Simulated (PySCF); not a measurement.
# RuHOH: quintet, from a bent start

Aim: relax RuHOH as a quintet from a bent start, check by its vibrations whether the end is a minimum, and collect its spectrum and constants.

Computed with PySCF 2.14.0. Level: PBE0, basis Ru def2-TZVP with ECP28, H def2-TZVP, O def2-TZVP, scalar-relativistic core potentials, no spin–orbit coupling, density fitting.

## Step 1: The system as given

4 atoms, charge 0, spin multiplicity 5.

Bond lengths: Ru1–H2 1.570 Å, Ru1–O3 1.880 Å, O3–H4 0.960 Å. Angles: H2–Ru1–O3 110.0°, Ru1–O3–H4 130.0°.

Coordinates in bohr (charge 0 multiplicity 5):
```
Ru    0.0000    0.0000    0.0000
H     2.4304    0.0000    1.7017
O    -2.9102    0.0000    2.0377
H    -3.8654    1.3897    2.7067
```

## Step 2: Finding the electronic state

One driver script runs all steps and calls PySCF; scf.py shows how it sets up the SCF of each step. The optimiser is the driver's own. After this first run the driver tries any further starts and a stability analysis.

The input, scf.py:

```python
from pyscf import gto, scf, dft
mol = gto.M(atom='''
Ru     0.000000     0.000000     0.000000
H      1.286100     0.000000     0.900500
O     -1.540000     0.000000     1.078300
H     -2.045500     0.735400     1.432300''',
    basis={'Ru': 'def2-TZVP', 'H': 'def2-TZVP', 'O': 'def2-TZVP'},
    ecp={'Ru': 'def2-TZVP'},
    charge=0, spin=4)
mf = dft.UKS(mol, xc='PBE0')
mf.grids.atom_grid = (50, 194)
aux = {'Ru': 'def2-universal-JKFIT', 'H': 'def2-universal-JKFIT', 'O': 'def2-universal-JKFIT'}
mf = mf.density_fit(auxbasis=aux)
mf.conv_tol = 1e-08
mf.diis_space = 10
mf.max_cycle = 60
mf.init_guess = 'minao'
mf.verbose = 4
mf.kernel()
```

Run with:

```console
$ OMP_NUM_THREADS=2 python axn.py task.json out
```

Log:

```text
init E= -163.325017771583
[... the frontier-level lines of each cycle are left out ...]
cycle= 1 E= -170.786409912277  delta_E= -7.46  |g|= 0.929  |ddm|= 2.88
cycle= 2 E= -167.178408951579  delta_E= 3.61  |g|= 2.49  |ddm|= 4.17
cycle= 3 E= -171.079040102315  delta_E= -3.9  |g|= 0.455  |ddm|= 4.02
cycle= 4 E= -171.114867833118  delta_E= -0.0358  |g|= 0.434  |ddm|= 0.415
cycle= 5 E= -171.182373258289  delta_E= -0.0675  |g|= 0.0671  |ddm|= 0.212
cycle= 6 E= -171.184960628438  delta_E= -0.00259  |g|= 0.0265  |ddm|= 0.071
cycle= 7 E= -171.185472138649  delta_E= -0.000512  |g|= 0.0115  |ddm|= 0.037
cycle= 8 E= -171.185593532482  delta_E= -0.000121  |g|= 0.00284  |ddm|= 0.0219
cycle= 9 E= -171.185606767024  delta_E= -1.32e-05  |g|= 0.0012  |ddm|= 0.00638
cycle= 10 E= -171.185611694122  delta_E= -4.93e-06  |g|= 0.000776  |ddm|= 0.00375
cycle= 11 E= -171.185614794777  delta_E= -3.1e-06  |g|= 0.000557  |ddm|= 0.00275
cycle= 12 E= -171.185618167857  delta_E= -3.37e-06  |g|= 0.000441  |ddm|= 0.00358
cycle= 13 E= -171.185623603851  delta_E= -5.44e-06  |g|= 0.000225  |ddm|= 0.00883
cycle= 14 E= -171.18562493675  delta_E= -1.33e-06  |g|= 0.000149  |ddm|= 0.00442
cycle= 15 E= -171.185625308134  delta_E= -3.71e-07  |g|= 0.000127  |ddm|= 0.00165
cycle= 16 E= -171.185625584849  delta_E= -2.77e-07  |g|= 0.000101  |ddm|= 0.00134
cycle= 17 E= -171.185626002854  delta_E= -4.18e-07  |g|= 4.89e-05  |ddm|= 0.00322
cycle= 18 E= -171.185626052738  delta_E= -4.99e-08  |g|= 2.53e-05  |ddm|= 0.00102
cycle= 19 E= -171.185626062803  delta_E= -1.01e-08  |g|= 1.51e-05  |ddm|= 0.000465
cycle= 20 E= -171.185626065205  delta_E= -2.4e-09  |g|= 9.31e-06  |ddm|= 0.000184
Extra cycle  E= -171.185626065676  delta_E= -4.71e-10  |g|= 7.82e-06  |ddm|= 3.38e-05
converged SCF energy = -171.185626065676  <S^2> = 6.01314  2S+1 = 5.0052532
```

This step, with its further starts and checks, needed 7 s of wall time on 2 threads of AMD EPYC 9R45 (Zen 5), shared host.

The starts that the driver tried:

| start | energy (Eh) |
| --- | --- |
| the minimal-basis guess | -171.185626 |
| a thermally smeared density | -171.185626 |
| a smeared PBE density | -171.185626 |

The test of internal stability and the other starts found no lower solution of this spin.

## Step 3: Relaxing the quintet from the bent start

The program finds C1 symmetry in the start. The walk stops when the largest gradient is under 0.0003 Eh/bohr and the energy has settled too.

Edit scf.py of step 2 so:

```diff
@@ -3,4 +3,4 @@
-Ru     0.000000     0.000000     0.000000
-H      1.286100     0.000000     0.900500
-O     -1.540000     0.000000     1.078300
-H     -2.045500     0.735400     1.432300''',
+Ru     0.211796    -0.006181    -0.163436
+H      1.497896    -0.006181     0.737064
+O     -1.328204    -0.006181     0.914864
+H     -1.833704     0.729219     1.268864''',
@@ -17 +16,0 @@
-mf.init_guess = 'minao'
```

Steps of the walk:

| step | energy (Eh) | change (kJ/mol) | largest gradient (Eh/bohr) |
| --- | --- | --- | --- |
| 0 | -171.185626 | 0.00 | 0.01830 |
| 1 | -171.188783 | -8.29 | 0.01200 |
| 2 | -171.193083 | -19.58 | 0.02096 |
| 3 | -171.194674 | -23.75 | 0.02211 |
| 4 | -171.196716 | -29.12 | 0.01723 |
| 5 | -171.198696 | -34.32 | 0.01360 |
| 6 | -171.200214 | -38.30 | 0.01140 |
| 7 | -171.200904 | -40.11 | 0.00663 |
| 8 | -171.201354 | -41.29 | 0.00551 |
| 9 | -171.201478 | -41.62 | 0.00609 |
| 10 | -171.201618 | -41.99 | 0.00313 |
| 11 | -171.201656 | -42.09 | 0.00094 |
| 12 | -171.201667 | -42.12 | 0.00139 |
| 13 | -171.201681 | -42.15 | 0.00096 |
| 14 | -171.201684 | -42.16 | 0.00029 |

The walk took 26 s.

Positions (Å) and forces (eV/Å) along the way:

```
step 0
Ru   0.212  -0.006  -0.163   0.026  -0.026  -0.429
H    1.498  -0.006   0.737   0.941  -0.015   0.156
O   -1.328  -0.006   0.915  -0.884   0.088   0.252
H   -1.834   0.729   1.269  -0.083  -0.047   0.022
step 1
Ru   0.222  -0.014  -0.139  -0.322   0.012   0.235
H    1.572  -0.008   0.715   0.617  -0.017  -0.059
O   -1.384  -0.002   0.898  -0.240  -0.015  -0.178
H   -1.862   0.735   1.284  -0.055   0.019   0.002
step 7
Ru   0.217  -0.101   0.223   0.187  -0.176  -0.039
H    1.861   0.024   0.510  -0.044   0.052  -0.029
O   -1.631   0.077   0.674  -0.053   0.341   0.199
H   -1.898   0.710   1.351  -0.090  -0.217  -0.132
step 14
Ru   0.246  -0.141   0.272   0.015   0.001   0.000
H    1.897   0.024   0.459  -0.005  -0.003  -0.001
O   -1.600   0.148   0.667  -0.009  -0.002  -0.003
H   -1.996   0.680   1.359  -0.001   0.004   0.004
```

End point (Cs, 14 steps, 42.2 kJ/mol gained): O–H 0.958 Å, Ru–H 1.669 Å, Ru–O 1.910 Å; H–O–Ru 129.3°, H–Ru–O 156.6°.

## Step 4: Vibrations and properties at this point

The point is checked on the finer grid, and tightened if its gradient asks for it. The Hessian and the dipole derivatives come from central differences of analytic gradients, with steps of 0.02 bohr.

Edit scf.py of step 3 so:

```diff
@@ -3,4 +3,4 @@
-Ru     0.211796    -0.006181    -0.163436
-H      1.497896    -0.006181     0.737064
-O     -1.328204    -0.006181     0.914864
-H     -1.833704     0.729219     1.268864''',
+Ru     0.251533    -0.046354    -0.063162
+H      1.901710     0.117481     0.123630
+O     -1.595053     0.240576     0.331965
+H     -1.990972     0.774014     1.022959''',
@@ -11 +11 @@
-mf.grids.atom_grid = (50, 194)
+mf.grids.atom_grid = (75, 302)
@@ -14 +14 @@
-mf.conv_tol = 1e-08
+mf.conv_tol = 1e-10
```

The driver hands on the density of the step before, so the log starts near convergence.

SCF at the final geometry:

```text
init E= -171.201683208934
[... the frontier-level lines of each cycle are left out ...]
cycle= 1 E= -171.201683208939  delta_E= -5.17e-12  |g|= 6.45e-07  |ddm|= 2.94e-06
Extra cycle  E= -171.201683208941  delta_E= -2.33e-12  |g|= 5.27e-07  |ddm|= 2.38e-06
converged SCF energy = -171.201683208941  <S^2> = 6.0106577  2S+1 = 5.0042613
```

The whole step took 48 s.

Geometry: Cs; O–H 0.959 Å, Ru–H 1.669 Å, Ru–O 1.910 Å; H–O–Ru 129.2°, H–Ru–O 156.6°.

Harmonic modes (main isotopes):

```csv
symmetry,ω (cm⁻¹),IR (km/mol)
a',343,86.1
a'',353,161
a',574,121
a',645,98.2
a',1863,225
a',3909,122
```

All wavenumbers are real: a minimum.

Properties at this point:

| Item | Value |
| --- | --- |
| Dipole moment | 0.70 D |
| Highest occupied level | -6.81 eV |
| Lowest empty level | -3.11 eV |
| Rotational constants | 17.27, 0.2867, 0.282 cm⁻¹ |
| Zero-point energy | 46.0 kJ/mol |
| Principal polarisabilities | 33.3, 35.8, 56.2 bohr³ |
| Atomisation energy without zero-point energy | 1015 kJ/mol |
| Principal traceless quadrupole moments about the centre of mass | -8.56, 1.27, 7.29 D Å |
| Entropy at 298.15 K and 1 bar (electronic part: spin only) | 277.8 J/(mol K) |
| Heat capacity Cp at 298.15 K | 55.0 J/(mol K) |
| Enthalpy at 298.15 K above 0 K | 12.65 kJ/mol |
| Rotational symmetry number | 1 |
| Spin squared ⟨S²⟩ | 6.011 |

Charges (e) and bond orders:

```tsv
atom	Mulliken	Löwdin	polar tensor	spin (Mulliken)	Mayer order to Ru1
Ru1	0.56	0.38	0.88	3.75	–
H2	-0.12	-0.13	-0.32	-0.03	0.97
O3	-0.77	-0.40	-0.86	0.29	0.88
H4	0.33	0.15	0.29	0.00	0.01
```

Outer orbital energies (eV). α occupied: -10.98, -10.72, -9.73, -9.29, -8.44, -7.79, -7.52, -7.05; empty: -0.63, -0.27, 0.27, 1.94. β occupied: -50.64, -50.62, -26.63, -13.74, -9.46, -8.93, -8.52, -6.81; empty: -3.11, -2.51, -2.46, -2.42.

Mulliken populations on Ru1 (outside its core potential): s 2.69, p 6.25, d 6.48, f 0.01.

## Step 5: Summary of results

| quantity | value |
| --- | --- |
| minimum | quintet, Cs |
| geometry | O–H 0.959 Å, Ru–H 1.669 Å, Ru–O 1.910 Å; H–O–Ru 129.2°, H–Ru–O 156.6° |
| wavenumbers (cm⁻¹) | 343 (a'), 353 (a''), 574 (a'), 645 (a'), 1863 (a'), 3909 (a') |
| dipole moment | 0.70 D |
| highest occupied, lowest empty level (either spin) | -6.81, -3.11 eV |
| polar-tensor charge of Ru1 | +0.88 e |
| zero-point energy | 46.0 kJ/mol |
| entropy at 298.15 K | 277.8 J/(mol K) |
| atomisation energy (no zero-point energy) | 1015 kJ/mol |
| ⟨S²⟩ | 6.011 |

In words: From C1 at the start the molecule goes to a Cs minimum. In the infrared the band at 1863 cm⁻¹ (a') leads. Most of the spin sits on Ru1 (Mulliken spin 3.75, against 4 for the whole molecule). Only this shape and spin were tried, so other structures or states may lie lower. One determinant may miss the lowest occupation of an open d or f shell.

The search up to here took 80 s.
